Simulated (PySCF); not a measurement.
# CRh (RhC): the cost of one run

Computed with PySCF 2.14.0 and routines of our own; the level stands in each step. Atoms count from 0.

## (1) The starting structure

2 atoms, charge 0, multiplicity 2; geometry from: GFN2-xTB.

## (2) Geometry optimisation at PBE0-D3(BJ)/def2-SVP

Job settings and geometry (Å):

```
{"job": {"xc": "PBE0", "basis": "def2-SVP", "d3": "d3bj", "grid": 1, "maxiter": 30, "shake": 0.01, "kind": "geom"}, "charge": 0, "multiplicity": 2}
C      0.909420    -0.028810     0.001770
Rh    -0.891930    -0.000010    -0.013890
```

Launch:

```sh
$ OMP_NUM_THREADS=1 python heavy_run.py task.json out
```

One launch serves the whole session: the jobs run in the order shown.

Q: Estimate the wall time and peak memory of this first job on 1 thread of Arm Neoverse V1, shared host.

About 9.4 s, with a peak of 0.26 GiB.
